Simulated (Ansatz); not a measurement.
This script makes an atomisation energy of C2H6B2, SMILES BBC=C with Ansatz 0.2.0 through its Python package.

The script, `c2h6b2.py`:
```python
from collections import Counter

import ansatz

BASIS = "def2-SVP"
FUNCTIONAL = "R2SCAN0"


def single_point(molecule, charge=0, unpaired=0):
    calc = (
        molecule.calculation()
        .basis(gaussian=BASIS)
        .functional(FUNCTIONAL)
    )
    if charge:
        calc = calc.charge(charge)
    if unpaired:
        calc = calc.spin("collinear", total=unpaired)
    report = calc.run().report
    if report["published_state_doubts"]:
        print("  doubts:", report["published_state_doubts"])
    return report["free_energy_ev"]

GEOMETRY = """
B    -1.64220    0.55460   -1.02690
B    -0.11020    0.26020   -0.68460
C     0.25350   -0.31500    0.70590
C     1.62920   -0.58380    1.02290
H    -1.97500    1.02860   -2.11580
H    -2.53410    0.42010   -0.23620
H     0.75050    0.46710   -1.49670
H    -0.45340   -0.47750    1.44900
H     2.36300   -0.41190    0.35670
H     1.80170   -0.99360    2.02860
"""


def main() -> None:
    molecule = ansatz.Crystal.molecule()
    for line in GEOMETRY.strip().splitlines():
        symbol, *xyz = line.split()
        molecule = molecule.atom(symbol, [float(v) for v in xyz])

    unpaired = {"B": 1, "C": 2, "H": 1}
    counts = Counter(site.symbol for site in molecule.cartesian_sites)
    atom_energy = {s: single_point(ansatz.Crystal.molecule().atom(s, (0, 0, 0)), 0, unpaired[s]) for s in counts}
    whole = single_point(molecule, 0, 0)
    for s, e in atom_energy.items():
        print(f"{s:2s} x{counts[s]}  {e:14.5f} eV")
    print(f"C2H6B2: {whole:.5f} eV")
    split = sum(counts[s] * e for s, e in atom_energy.items()) - whole
    print(f"atomisation energy (no zero-point term): {96.485332 * split:.1f} kJ/mol, {split / sum(counts.values()):.3f} eV an atom")


if __name__ == "__main__":
    main()
```

What does it cost to take this molecule apart into atoms?

3699.5 kJ/mol from the electronic energies, without the zero-point term.

What the script printed:

Output of `python c2h6b2.py`:
```text
B  x2      -669.63914 eV
C  x2     -1028.27257 eV
H  x6       -13.58464 eV
C2H6B2: -3515.67429 eV
atomisation energy (no zero-point term): 3699.5 kJ/mol, 3.834 eV an atom
```

Notes:
- Total energies depend on the basis set; only differences at equal settings carry meaning.
- The geometry is a force-field or estimated start, not a minimum of this method, and the basis set is short of its limit. All parts are taken at fixed geometry, without zero-point energy.
- Wall time of the script: 7.9 s on 1 thread of Arm Neoverse N1, on a shared host, peak memory 0.22 GiB.
